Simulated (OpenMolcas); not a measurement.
# Rh⁴⁺ among point charges: CASSCF and CASPT2 levels and susceptibility

Aim: the splitting of the states of Rh⁴⁺ in the field of 4 point charges, its lowest levels with spin-orbit coupling and its magnetic susceptibility.

Method: state-averaged CASSCF and CASPT2, spin-orbit coupling by RASSI with atomic mean-field integrals. Code: OpenMolcas 26.06.

## (1) The atom as given

| Quantity | Value |
| --- | --- |
| Species | Rh⁴⁺ (rhodium, Z = 45, 41 electrons) |
| Basis | ANO-RCC-VDZP [6s5p3d1f], 43 functions |
| Scalar Hamiltonian | DKH2, point nucleus |
| Inactive shells | 1s 2s 2p 3s 3p 3d 4s 4p |
| Active space | 5 electrons in 5 orbitals (4d) |
| Some configurations of this space | 4d⁵ |
| Orbitals | optimised for each spin and parity, averaged over all roots |

Outer shells as boxes (Hund's rule):

4d5
```
4d [↑ ][↑ ][↑ ][↑ ][↑ ]
```

The ion sits among 4 point charges of -2.5 e arranged as a tetrahedron (Td), 2.42 Å from the ion.

The work runs as a chain of OpenMolcas steps in one folder; each step below is one input file. Labels, J, g values, rates, χT and fits are worked out afterwards by a script from the matrices that RASSI stores.

## (2) Basis and integrals

a.inp

```
&GATEWAY
Coord
1

Rh 0.0 0.0 0.0
Basis=ANO-RCC-VDZP
Group=NoSym
NoMove
AngMom=0.0 0.0 0.0
AMFI
XField
4 Angstrom 0
1.397188 1.397188 1.397188 -2.500000
1.397188 -1.397188 -1.397188 -2.500000
-1.397188 1.397188 -1.397188 -2.500000
-1.397188 -1.397188 1.397188 -2.500000
&SEWARD
```

Launch:

```bash
$ OMP_NUM_THREADS=1 MOLCAS_MEM=1689 MOLCAS_PROJECT=a pymolcas a.inp > a.log
```

## (3) Reference wave functions, sextets, 1 root

a.inp

```
&RASSCF
FileOrb=start.orb
Symmetry=1
Spin=6
nActEl=5 0 0
Inactive=18
Ras2=5
CIRoot=1 1 1
SDav=1
CIMx=300
Iter=120 100
PrWF=0.3
OrbListing=Nothing
MaxOrb=0
>>> COPY $Project.JobIph JOB001
```

start.orb holds the contracted functions of the basis, ordered by shell, or the orbitals of the step before.

## (4) Reference wave functions, quartets, 24 roots

a.inp

```
&RASSCF
FileOrb=start.orb
Symmetry=1
Spin=4
nActEl=5 0 0
Inactive=18
Ras2=5
CIRoot=24 24 1
SDav=24
CIMx=300
Iter=120 100
PrWF=0.3
OrbListing=Nothing
MaxOrb=0
>>> COPY $Project.JobIph JOB002
```

## (5) Reference wave functions, doublets, 75 roots

a.inp

```
&RASSCF
FileOrb=start.orb
Symmetry=1
Spin=2
nActEl=5 0 0
Inactive=18
Ras2=5
CIRoot=75 75 1
SDav=75
CIMx=300
Iter=120 100
PrWF=0.3
OrbListing=Nothing
MaxOrb=0
>>> COPY $Project.JobIph JOB003
```

## (6) RASSI: spin-orbit coupling between the states

a.inp

```
&RASSI
NrOfJobIphs=3 1 24 75
1
1 2 3 4 5 6 7 8 9 10 11 12 13 14 15 16 17 18 19 20 21 22 23 24
1 2 3 4 5 6 7 8 9 10 11 12 13 14 15 16 17 18 19 20 21 22 23 24 25 26 27
28 29 30 31 32 33 34 35 36 37 38 39 40 41 42 43 44 45 46 47 48 49 50 51
52 53 54 55 56 57 58 59 60 61 62 63 64 65 66 67 68 69 70 71 72 73 74 75
IphNames
JOB001
JOB002
JOB003
EJob
SpinOrbit
DIPRint=1.0
SOCoupling=1000.0
Subsets=2
Property=9
'ANGMOM' 1 'ANGMOM' 2 'ANGMOM' 3 'MLTPL  1' 1 'MLTPL  1' 2 'MLTPL  1' 3
'AMFI' 1 'AMFI' 2 'AMFI' 3
SOProperty=3
'ANGMOM' 1 'ANGMOM' 2 'ANGMOM' 3
```

## (7) CASPT2: IPEA 0.25, imaginary shift 0.1 (closed shells correlated: 4s 4p)

a.inp

```
>>> COPY JOB001 $Project.JobIph
&CASPT2
Multistate=1 1
Frozen=14
IPEA=0.25
Imaginary=0.1
MaxIter=60
WThr=0.0 0.3 0.05
PrWF=0.5
NoMix
>>> COPY JOB002 $Project.JobIph
&CASPT2
Multistate=24 1 2 3 4 5 6 7 8 9 10 11 12 13 14 15 16 17 18 19 20 21 22
23 24
NoMult
Frozen=14
IPEA=0.25
Imaginary=0.1
MaxIter=60
WThr=0.0 0.3 0.05
PrWF=0.5
NoMix
>>> COPY JOB003 $Project.JobIph
&CASPT2
Multistate=75 1 2 3 4 5 6 7 8 9 10 11 12 13 14 15 16 17 18 19 20 21 22
23 24 25 26 27 28 29 30 31 32 33 34 35 36 37 38 39 40 41 42 43 44 45 46
47 48 49 50 51 52 53 54 55 56 57 58 59 60 61 62 63 64 65 66 67 68 69 70
71 72 73 74 75
NoMult
Frozen=14
IPEA=0.25
Imaginary=0.1
MaxIter=60
WThr=0.0 0.3 0.05
PrWF=0.5
NoMix
```

(Steps that only read results are left out.)

What does the calculation give? Wanted: spin-free ground state; lowest level; next level.

**Answer**, as computed:

| quantity | value |
| --- | --- |
| method | SS-CASPT2, IPEA 0.25, imaginary shift 0.1 (closed shells correlated: 4s 4p) |
| spin-free ground state | 6A1, 1-fold in its orbital part |
| lowest level | 4-fold Γ8 |
| next level | 0.1 cm⁻¹ |
| χT at 300 K | 4.36 cm³ K/mol |
| effective moment at 300 K | 5.91 μB |

Cost by method:

```tsv
method	time of its own steps	time with the reference
A. CASSCF	35 s	35 s
B. SS-CASPT2, IPEA 0.25, imaginary shift 0.1, +4s 4p	10 s	45 s
```

Times are of one thread on a shared host.

**Reading.** The spin-free ground state (6A1) comes to 100 % from free-ion S terms and keeps the highest spin of the shell. χT at 300 K is 4.36, against 4.39 cm³ K/mol for the spin alone, as a half-filled shell (L = 0) has no orbital moment. An active space of the d shell alone favours high spin; real ions in strong fields can be low spin. A ligand-field fit to the states below 45000 cm-1 gives 10Dq = -1640 cm-1, B = 697 cm-1 and C = 4020 cm-1 (C/B = 5.77), with a deviation of 809 cm-1. CASPT2 does not keep the components of a term degenerate, and the means are used. The field of point charges can differ much from that of real complexes. This is an electrostatic model: the charges have no orbitals.
